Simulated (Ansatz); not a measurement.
**Pt2W under changes of volume**

One of the cells (15.218 Å³/atom); the others are scaled copies at fixed shape and fractional positions:

```
Pt W
1.0
    -1.38637    1.98220    4.15326
     1.38637   -1.98220    4.15326
     1.38637    1.98220   -4.15326
Pt W
2 1
Direct
  0.33678 0.33678 0.00000
  0.66322 0.66322 0.00000
  0.00000 0.00000 0.00000
```

The cell comes from a database or a generator and needn't be the stable form of this composition.

| Quantity | Value |
| --- | --- |
| Program | Ansatz 0.2.0 |
| Functional | PBEsol |
| Potentials or basis | Ansatz PAW |
| Cutoff | 420 eV (not typed: the program's choice for these potentials) |
| k mesh | 12 × 12 × 12 |
| Occupations | fermi-dirac, width 0.05 eV |
| Spin | no spin polarisation |

```csv
volume (Å³/atom),energy over the lowest point (meV/atom),pressure (GPa),largest force (eV/Å)
14.305,32.14,16.4,0.137
14.609,8.85,8.3,0.084
14.914,0.00,1.2,0.034
15.218,3.96,-5.2,0.013
15.522,19.28,-10.8,0.056
15.827,?,?,?
16.131,78.93,-20.2,0.133
```

Q: What does the run at 15.827 Å³/atom give?

A: Energy over the lowest point 44.66 meV/atom; pressure -15.8 GPa; largest force 0.096 eV/Å.

Worked out: A Birch-Murnaghan fit of order 3 (a polynomial in V^(-2/3)) to the other rows has its minimum at 14.97 Å³/atom with B0 = V·E''(V) = 324 GPa and B' = 5.0 at fixed shape and positions, which overstates the stiffness. It gives 44.70 meV/atom at 15.827 Å³/atom, against the run's 44.66, and -dE/dV = -15.8 GPa, against -15.8.

Energies are extrapolated to zero smearing.

Caveats: the PAW data sets come from PBE, with cores solved anew for the run's functional, which leaves a small shift of forces and pressure.
